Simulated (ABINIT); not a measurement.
**GaGe in ABINIT: convergence with tolvrs**

The system is GaGe.

```
Ge Ga
1.0
     0.00000    2.89784    2.89784
     2.89784    0.00000    2.89784
     2.89784    2.89784    0.00000
Ge Ga
1 1
Direct
  0.00000 0.00000 0.00000
  0.25000 0.25000 0.25000
```

The cell comes from a database or a generator and needn't be the stable form of this composition.

| Quantity | Value |
| --- | --- |
| Program | ABINIT 10.8.3 (patched build) |
| Task | single point |
| Functional | PBE |
| Potentials or basis | PseudoDojo NC SR PBE v0.4.1 standard |
| Cutoff | 1088 eV |
| k mesh | 8 × 8 × 8 |
| Occupations | cold (ABINIT), width 0.05 eV |
| Spin | no spin polarisation |

These are the settings of the first run; the series varies tolvrs, with any setting tied to it.

Hardware: 1 thread of Arm Neoverse V1 (shared host).

```
tolvrs  energy less the tightest run (meV/atom)  SCF cycles  CPU time (s)  peak memory (GiB)
  0.01                                     0.00           8            64               0.11
 0.001                                     0.00           8            64               0.11
0.0001                                     0.00           8            64               0.11
 1e-05                                     0.00          10            76               0.11
 1e-06                                     0.00          10            76               0.11
 1e-08                                     0.00          11            82               0.11
 1e-10                                     0.00          13            94               0.11
 1e-13                                     0.00          15           110               0.11
```

Against the tightest run, the energy stays within 1 meV/atom from 0.01 on. The tightest run that finished is the yardstick and may itself not be fully converged.
